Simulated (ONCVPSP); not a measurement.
# Pseudopotential generation for zinc: ONCV, PBEsol

Task: generate the file, and judge it by its errors in other configurations, its logarithmic derivatives, its ghosts and its cutoff.

Program: ONCVPSP 4.0.1.1 (patched build). Reference atom: PBEsol, scalar-relativistic, spherical and spin-unpolarised. All values are calculated.

## 1. The atom and the settings

The settings as typed:

* element: zinc (Zn, Z = 30)
* type: optimised norm-conserving Vanderbilt (ONCV)
* frozen core: [Ne]
* valence charge: 20
* reference configuration: 3s2 3p6 3d10 4s1 (charge +1)
* partial waves: 3s+4s: rc 1.20 bohr, ncon 3, nbas 7, qcut 8.5 1/bohr, 2 projectors; 3p: rc 0.90 bohr, ncon 4, nbas 8, qcut 17.4 1/bohr, 2 projectors, debl 3.5 Ha; 3d: rc 0.95 bohr, ncon 4, nbas 8, qcut 17 1/bohr, 2 projectors, debl 0.4 Ha
* local potential: polynomial inside 0.90 bohr (lpopt 5, dvloc0 1 Ha)
* core correction: Teter function, fcfact 5.5, rcfact 1.25

The outer shells as boxes (Hund's rule for the drawing; the calculation is spin-unpolarised):

```
[Ne] core
3s [↑↓]
3p [↑↓][↑↓][↑↓]
3d [↑↓][↑↓][↑↓][↑↓][↑↓]
4s [↑ ]
```

The nodes and maxima of the atom's own shells, from an earlier all-electron run, set the scale for the radii.

All-electron outer shells of the reference configuration (PBEsol, scalar-relativistic, ld1.x):

| shell | level (eV) | outermost node (bohr) | outermost maximum (bohr) |
| --- | --- | --- | --- |
| 2p | -1012.99 | – | 0.15 |
| 3s | -138.59 | 0.28 | 0.59 |
| 3p | -92.94 | 0.25 | 0.59 |
| 3d | -19.79 | – | 0.57 |
| 4s | -13.99 | 0.84 | 1.99 |
| 4p | -7.71 | 0.92 | 2.52 |

## 2. The generation run

Zn.dat reads:

```
# ATOM AND REFERENCE CONFIGURATION
# atsym  z   nc   nv     iexc    psfile
  Zn 30.00    3    4  -116133      upf
#
#   n    l    f
    1    0    2.00
    2    0    2.00
    2    1    6.00
    3    0    2.00
    3    1    6.00
    3    2   10.00
    4    0    1.00
#
# PSEUDOPOTENTIAL AND OPTIMIZATION
# lmax
    2
#
#   l,   rc,      ep,       ncon, nbas, qcut
    0    1.20    0.00    3    7    8.50
    1    0.90    0.00    4    8   17.40
    2    0.95    0.00    4    8   17.00
#
# LOCAL POTENTIAL
# lloc, lpopt,  rc(5),   dvloc0
    4    5    0.90    1.00
#
# VANDERBILT-KLEINMAN-BYLANDER PROJECTORs
# l, nproj, debl
    0    2    3.50
    1    2    3.50
    2    2    0.40
#
# MODEL CORE CHARGE
# icmod, fcfact, rcfact
    3    5.50    1.25
#
# LOG DERIVATIVE ANALYSIS
# epsh1, epsh2, depsh
   -7.00    5.00    0.04
#
# OUTPUT GRID
# rlmax, drl
    6.00    0.01
#
# TEST CONFIGURATIONS
# ncnf
    4
# nvcnf
#   n    l    f
    4
    3    0    2.00
    3    1    6.00
    3    2   10.00
    4    0    2.00
#
    4
    3    0    2.00
    3    1    6.00
    3    2   10.00
    4    0    0.00
#
    4
    3    0    2.00
    3    1    6.00
    3    2    9.00
    4    0    0.00
#
    5
    3    0    2.00
    3    1    6.00
    3    2   10.00
    4    0    0.00
    4    1    2.00
#
```

The run is started by

```
$ oncvpsp.x < Zn.dat > Zn.out
```

**Question.** What will these runs give? Wanted: cutoffs for 1 and 0.1 mHa per electron, occupied waves; bound ghosts; GHOST(+) flags; largest test error; largest phase difference near zero energy, channels read; rms error of d²Exc/dn², without and with the model core; projector energies reset by the program.

The runs gave:

| quantity | value |
| --- | --- |
| cutoffs for 1 and 0.1 mHa per electron, occupied waves | 111 Ha and 125 Ha |
| bound ghosts | none found |
| GHOST(+) flags | none at low energy |
| largest test error (AE − PS) | -5.4 meV, for 3s2 3p6 3d9 4s0 |
| largest phase difference near zero energy, channels read | 0.000 rad |
| rms error of d²Exc/dn², without and with the model core | 3.40 and 1.39 mHa |
| projector energies reset by the program | d: -0.727, 0.250 Ha |

The worst unpolarised test, 3s2 3p6 3d9 4s0, is off by 5.4 meV on 58.9 eV; by total energies transferability rates as good. The potential is very hard: the looser tolerance needs 111 Ha. At the looser tolerance the 3d wave is the slowest; 3p needs 68 Ha. It is free of bound ghosts as far as tested. Near zero energy the phases of the channels with partial waves agree within 0.001 rad.
